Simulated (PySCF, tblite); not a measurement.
# C₅H₆BO₄−: geometry, infrared bands and NMR shifts

Aim: predict the infrared bands and NMR shifts of C₅H₆BO₄− (`C=C[B-]1(C)OC(=O)C(=O)O1`).

The runs use tblite 0.8.0 and PySCF 2.14.0, with density-fitted response routines of our own; the level of theory stands in each step. All values are computed, except where a source is named. Atoms count from 0, in the outputs and in this text.

**1. The molecule as given**

16 atoms, charge -1, multiplicity 1; geometry from: force field or distance geometry start.

Bonds of the start (Å): C0–C1 1.34, C1–B2 1.61, B2–C3 1.56, B2–O4 1.49, O4–C5 1.40, C5–O6 1.26, C5–C7 1.45, C7–O8 1.27, C7–O9 1.40, O9–B2 1.50, C0–H10 1.07, C0–H11 1.08, C1–H12 1.08, C3–H13 1.09, C3–H14 1.12, C3–H15 1.12.

**2. Geometry optimisation with GFN2-xTB**

Job settings and geometry (Å):

```
{"job": {"kind": "relax", "xc": "GFN2-xTB", "basis": "xTB"}, "charge": -1, "multiplicity": 1}
C     -1.677700     1.690400    -0.441800
C     -1.473500     0.395600    -0.730800
B     -0.169200    -0.271100    -0.060600
C     -0.496500    -1.669800     0.541100
O      0.409300     0.676000     0.940100
C      1.796000     0.652600     0.730200
O      2.668800     1.157500     1.490100
C      2.072900    -0.051100    -0.509200
O      3.221700    -0.270400    -1.005400
O      0.881300    -0.481900    -1.103800
H     -0.952800     2.148100     0.205700
H     -2.528700     2.235500    -0.827800
H     -2.142600    -0.174500    -1.349900
H     -1.523600    -1.783700     0.890400
H      0.171000    -1.783700     1.433300
H     -0.264200    -2.460400    -0.212900
```

Started as:

```sh
> OMP_NUM_THREADS=1 python probes_run.py task.json out
```

One launch serves the whole session: the jobs run in the order shown.

**Question.** This job is followed by: GFN2-xTB harmonic vibrations, gas phase; GIAO PBE0/pcSseg-1 NMR shielding, non-relativistic, gas phase. What will the session give for the following? strongest infrared band; zero-point energy (GFN2-xTB); 13C shifts against TMS (PBE0/pcSseg-1); 1H shifts against TMS (PBE0/pcSseg-1); 11B shifts against BF3·OEt2 (PBE0/pcSseg-1); 17O shifts against H2O (PBE0/pcSseg-1).

**Answer**, as computed:

```
                                   quantity                         value
                    strongest infrared band        1774 cm⁻¹, 1118 km/mol
               zero-point energy (GFN2-xTB)                 67.9 kcal/mol
     13C shifts against TMS (PBE0/pcSseg-1)  168.6, 164.3, 117.8, 8.8 ppm
      1H shifts against TMS (PBE0/pcSseg-1)   6.65, 5.28, 5.08, -0.45 ppm
11B shifts against BF3·OEt2 (PBE0/pcSseg-1)                       2.3 ppm
     17O shifts against H2O (PBE0/pcSseg-1)              391.7, 262.4 ppm
```

Relaxing lowered the energy by 1.085 eV in 105 steps; the bond of the start that moved most is O4–C5, from 1.403 to 1.298 Å. No mode is imaginary among the 42: a minimum at this level. The strongest single mode, at 1774 cm⁻¹, moves mainly C5 and C7. GFN2-xTB is a fitted tight-binding method: band positions and strengths are rough. Its intensities can rank the bands wrongly. At PBE0/pcSseg-1: The largest span, 617 ppm, is at O6, O8, where the paramagnetic term is -453 ppm.
